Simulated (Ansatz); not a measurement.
# ClFGeH4OSi: basis-set convergence

The task here is to estimate one member of a computed series from the others.

The runs use Ansatz 0.2.0, Gaussian basis; one geometry, several basis sets.

Plan: PBE0-D4/def2-SVP; ωB97M-V/def2-SVP; PBE0-D4/def2-QZVPP; ωB97M-V/def2-QZVPP; the functionals' def2-TZVPP values are taken from earlier runs.

### Structure used throughout

The geometry comes from an earlier relaxation with PBE0-D4 in a triple-zeta def2 set; it is a stationary point, not always the lowest conformer.

9 atoms, charge 0, spin multiplicity 1.

Atoms are counted from 1 here; the program's logs count them from 0.

Bond lengths: F1–Si2 1.597 Å, Si2–O3 1.623 Å, Si2–H6 1.477 Å, Si2–H7 1.479 Å, O3–Ge4 1.763 Å, Ge4–Cl5 2.146 Å, Ge4–H8 1.529 Å, Ge4–H9 1.528 Å. Angles: F1–Si2–O3 109.6°, F1–Si2–H6 107.9°, F1–Si2–H7 106.9°, O3–Si2–H6 107.7°, O3–Si2–H7 111.5°, H6–Si2–H7 113.1°, Si2–O3–Ge4 137.7°, O3–Ge4–Cl5 107.7°, O3–Ge4–H8 109.1°, O3–Ge4–H9 106.7°, Cl5–Ge4–H8 108.1°, Cl5–Ge4–H9 108.6°, H8–Ge4–H9 116.3°.

The first run:

in.yaml

```yaml
crystal:
  periodic: [false, false, false]
  atoms:
    - {symbol: F, position_ang: [-1.920727, 1.225275, 0.372356]}
    - {symbol: Si, position_ang: [-0.435957, 1.151470, 0.955411]}
    - {symbol: O, position_ang: [0.199988, -0.308902, 0.645088]}
    - {symbol: Ge, position_ang: [0.497346, -1.329832, -0.761584]}
    - {symbol: Cl, position_ang: [1.006067, -0.046404, -2.405197]}
    - {symbol: H, position_ang: [-0.516886, 1.303087, 2.422452]}
    - {symbol: H, position_ang: [0.337296, 2.229281, 0.302400]}
    - {symbol: H, position_ang: [-0.789261, -2.074422, -1.120550]}
    - {symbol: H, position_ang: [1.710535, -2.195850, -0.427376]}
basis:
  gaussian: {orbitals: def2-SVP}
hamiltonian: {xc: pbe0, dispersion: d4}
output: {orbitals: {seedname: orbitals}}
```

Steps of the session up to this table: PBE0-D4 in def2-SVP; ωB97M-V in def2-SVP; PBE0-D4 in def2-QZVPP; ωB97M-V in def2-QZVPP.

One of the session's tables, all rows but one given; the rest of the session is left out.

It belongs to the step «Functionals by basis». 

```
functional       basis  HOMO (eV)  LUMO (eV)
   PBE0-D4    def2-SVP      -8.93       0.13
   PBE0-D4  def2-TZVPP      -9.04      -0.20
   PBE0-D4  def2-QZVPP      -9.06      -0.38
   ωB97M-V    def2-SVP          ?          ?
   ωB97M-V  def2-TZVPP     -11.30       1.74
   ωB97M-V  def2-QZVPP     -11.33       1.30
```

Q: Estimate the row for ωB97M-V, def2-SVP from the others.

As computed: HOMO (eV): -11.14; LUMO (eV): 2.17. In the column «HOMO (eV)» it lies between ωB97M-V, def2-TZVPP (-11.30) and PBE0-D4, def2-QZVPP (-9.06).
